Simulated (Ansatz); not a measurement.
# CH4BrClSi, SMILES C[SiH](Cl)Br: an atomisation energy

Computed with Ansatz's Python interface.

The cells in order, each with its output:

```python
from collections import Counter

import ansatz as az
```

```python
def energy(molecule, charge=0, unpaired=0):
    calc = molecule.calculation().basis(gaussian='cc-pVDZ').functional('b3lyp')
    if charge:
        calc = calc.charge(charge)
    if unpaired:
        calc = calc.spin('collinear', total=unpaired)
    return calc.run().report['free_energy_ev']
```

```python
GEOMETRY = '''
C    -0.23070    0.92390    0.13640
Si    0.27990   -0.75270   -0.22390
Cl    1.59070   -1.33540    1.19680
Br   -1.38170   -2.10630   -0.19980
H    -0.99020    1.30720   -0.64820
H    -0.76990    1.05830    1.09900
H     0.58900    1.67120    0.12890
H     1.00500   -0.82320   -1.54510
'''
```

```python
geometry = az.Crystal.molecule()
for line in GEOMETRY.strip().splitlines():
    symbol, *xyz = line.split()
    geometry = geometry.atom(symbol, [float(v) for v in xyz])

# unpaired electrons of the ground-state atoms
unpaired = {'C': 2, 'Si': 2, 'Cl': 1, 'Br': 1, 'H': 1}
counts = Counter(site.symbol for site in geometry.cartesian_sites)
atom_energy = {s: energy(az.Crystal.molecule().atom(s, (0, 0, 0)), 0, unpaired[s]) for s in counts}
whole = energy(geometry, 0, 0)
for s, e in atom_energy.items():
    print(f'{s:2s} x{counts[s]}  {e:14.5f} eV')
print(f'CH4BrClSi: {whole:.5f} eV')
split = sum(counts[s] * e for s, e in atom_energy.items()) - whole
print(f'atomisation energy (no zero-point term): {split:.3f} eV, {split / sum(counts.values()):.3f} eV an atom')
```

    C  x1     -1030.00471 eV
    Si x1     -7874.66638 eV
    Cl x1    -12521.54970 eV
    Br x1    -70045.17852 eV
    H  x4       -13.63992 eV
    CH4BrClSi: -91552.49849 eV
    atomisation energy (no zero-point term): 26.539 eV, 3.317 eV an atom

26.539 eV from the electronic energies, without the zero-point term.

What to keep in mind:
- Total energies depend on the basis set; only differences at equal settings carry meaning.
- The geometry is a force-field or estimated start, not a minimum of this method, and the basis set is short of its limit. All parts are taken at fixed geometry, without zero-point energy.
- b3lyp holds the VWN-RPA fit, as in Gaussian; the form of ORCA and Turbomole is b3lyp5.
- For Al to Cl the sets with a tight d function, cc-pV(X+d)Z, are usual.
- The spin-orbit lowering of heavy atoms is left out.
- Timing: 4.6 s on 1 thread of Intel(R) Xeon(R) Platinum 8375C CPU @ 2.90GHz (Ice Lake), with other jobs on the host, peak memory 0.29 GiB.

(Lines on the test bed's own set-up are left out of the output.)
